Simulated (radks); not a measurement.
# Valence configurations of Os⁺

NIST gives [Xe] 4f14 5d6 6s1 as the ground configuration of Os⁺. Does this level of theory agree? Several fillings of the valence shells are run.

Program: radks (a radial shooting solver on a logarithmic mesh, Libxc functionals) version 1. Level of theory: Dirac Kohn-Sham, PBEsol, spin-unpolarised, spherical densities, finite nucleus; open shells are shared between the two j in proportion to 2j + 1. These are calculated values, not measurements, unless marked.

## (1) The system

```
element            : osmium (Z = 76)
charge             : +1
electrons          : 75
configuration      : [Xe] 4f14 5d6 6s1
nuclear rms radius : 5.4126 fm
others tried       : 4f14 5d5 6s1 6p1; 4f14 5d5.5 6s1.5; 4f13 5d6 6s2; 4f13.5 5d6.5 6s1; 4f13.5 5d6 6s1.5; 4f14 5d6 6p1; 4f14 5d5 6s2; 4f13 5d7 6s1; 4f13 5d8
```

The outer shells:

Os⁺
```
[Xe] core
4f [↑↓][↑↓][↑↓][↑↓][↑↓][↑↓][↑↓]
5d [↑↓][↑ ][↑ ][↑ ][↑ ]
6s [↑ ]
```

## (2) [Xe] 4f14 5d6 6s1

Settings of this run:

```text
Z 76
configuration [Xe] 4f14 5d6 6s1
relativity Dirac
functional pbe_sol,pbe_sol
spin unpolarised
j_filling average
nucleus finite rms 5.4126 fm
c 137.035999084
```

## (3) [Xe] 4f14 5d5 6s1 6p1

Changes since step 2:

```diff
@@ -1,3 +1,3 @@
 Z 76
-configuration [Xe] 4f14 5d6 6s1
+configuration [Xe] 4f14 5d5 6s1 6p1
 relativity Dirac
```

## (4) [Xe] 4f14 5d5.5 6s1.5

Changes since step 3:

```diff
@@ -1,3 +1,3 @@
 Z 76
-configuration [Xe] 4f14 5d5 6s1 6p1
+configuration [Xe] 4f14 5d5.5 6s1.5
 relativity Dirac
```

## (5) [Xe] 4f13 5d6 6s2

Changes since step 4:

```diff
@@ -1,3 +1,3 @@
 Z 76
-configuration [Xe] 4f14 5d5.5 6s1.5
+configuration [Xe] 4f13 5d6 6s2
 relativity Dirac
```

## (6) [Xe] 4f13.5 5d6.5 6s1

Changes since step 5:

```diff
@@ -1,3 +1,3 @@
 Z 76
-configuration [Xe] 4f13 5d6 6s2
+configuration [Xe] 4f13.5 5d6.5 6s1
 relativity Dirac
```

## (7) [Xe] 4f13.5 5d6 6s1.5

Changes since step 6:

```diff
@@ -1,3 +1,3 @@
 Z 76
-configuration [Xe] 4f13.5 5d6.5 6s1
+configuration [Xe] 4f13.5 5d6 6s1.5
 relativity Dirac
```

## (8) [Xe] 4f14 5d6 6p1

Changes since step 7:

```diff
@@ -1,3 +1,3 @@
 Z 76
-configuration [Xe] 4f13.5 5d6 6s1.5
+configuration [Xe] 4f14 5d6 6p1
 relativity Dirac
```

## (9) [Xe] 4f14 5d5 6s2

Changes since step 8:

```diff
@@ -1,3 +1,3 @@
 Z 76
-configuration [Xe] 4f14 5d6 6p1
+configuration [Xe] 4f14 5d5 6s2
 relativity Dirac
```

## (10) [Xe] 4f13 5d7 6s1

Changes since step 9:

```diff
@@ -1,3 +1,3 @@
 Z 76
-configuration [Xe] 4f14 5d5 6s2
+configuration [Xe] 4f13 5d7 6s1
 relativity Dirac
```

## (11) [Xe] 4f13 5d8

Changes since step 10:

```diff
@@ -1,3 +1,3 @@
 Z 76
-configuration [Xe] 4f13 5d7 6s1
+configuration [Xe] 4f13 5d8
 relativity Dirac
```

What does the calculation give? Wanted: for each run, valence; E − E(NIST configuration); highest level; its energy; 1s shift.

The runs gave:

| valence | E − E(NIST configuration) (eV) | highest level | its energy (eV) | 1s shift (eV) |
| --- | --- | --- | --- | --- |
| 4f14 5d6 6s1 | 0.000 | 6s1/2 | -13.185 | +0.00 |
| 4f14 5d5.5 6s1.5 | 0.625 | 6s1/2 | -13.704 | -1.49 |
| 4f14 5d5 6s2 | 1.502 | 6s1/2 | -14.228 | -3.04 |
| 4f14 5d6 6p1 | 6.141 | 6p3/2 | -7.622 | -1.60 |
| 4f14 5d5 6s1 6p1 | 8.047 | 6p3/2 | -8.184 | -4.65 |
| 4f13.5 5d6.5 6s1 | 23.947 | 6s1/2 | -13.297 | -5.31 |
| 4f13.5 5d6 6s1.5 | 24.836 | 6s1/2 | -13.830 | -6.85 |
| 4f13 5d8 | 48.605 | 5d5/2 | -12.896 | -7.75 |
| 4f13 5d7 6s1 | 50.135 | 6s1/2 | -13.399 | -10.74 |
| 4f13 5d6 6s2 | 52.727 | 6s1/2 | -14.495 | -13.98 |

Theory agrees with NIST among these: the next, 4f14 5d5.5 6s1.5, lies 0.625 eV higher. The energies are those of spherical spin-averaged densities, not of single terms. The 1s eigenvalue shifts by up to 13.98 eV as the valence charge is rearranged.
